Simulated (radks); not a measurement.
**K⁷⁺ in [He] 2s2 2p5 3s2 4s1: an all-electron calculation**

An exercise on one series of results from a longer session: the logs are not shown, and one member is left open.

Program: radks (a radial shooting solver on a logarithmic mesh, Libxc functionals) version 1. Level of theory: Dirac Kohn-Sham, BLYP, spin-unpolarised, spherical densities, finite nucleus; open shells fill j = l - 1/2 first. These are calculated values, not measurements, unless marked.

### The system

```
element            : potassium (Z = 19)
charge             : +7
electrons          : 12
configuration      : [He] 2s2 2p5 3s2 4s1
nuclear rms radius : 3.4349 fm
```

The first run:

Input:

```text
Z 19
configuration [He] 2s2 2p5 3s2 4s1 3p0 3d0
relativity Dirac
functional b88,lyp
spin unpolarised
j_filling energy
nucleus finite rms 3.4349 fm
c 137.035999084
```

Steps of the session up to this table: Self-consistent calculation.

One of the session's tables, all rows but one given; the rest of the session is left out.

It belongs to the step «Orbitals and density». Radial moments (bohr):

```
level      <r>  outermost maximum (interpolated)  90 % within  nodes
1s1/2  0.08097                            0.0530        0.145      0
2s1/2   0.3772                             0.313        0.586      1
2p1/2   0.3353                             0.255        0.551      0
2p3/2   0.3376                             0.257        0.554      0
3s1/2    1.033                             0.945         1.51      2
3p1/2    1.047                             0.947         1.56      1
3p3/2    1.051                             0.951         1.56      1
3d3/2    1.021                             0.851         1.58      0
3d5/2        ?                                 ?            ?      ?
4s1/2    2.109                              2.07         2.98      3
```

Q: Estimate the row for 3d5/2 from the others.

The run gave: <r>: 1.022; outermost maximum (interpolated): 0.852; 90 % within: 1.58; nodes: 0. In the column «<r>» it lies between 3d3/2 (1.021) and 3s1/2 (1.033).
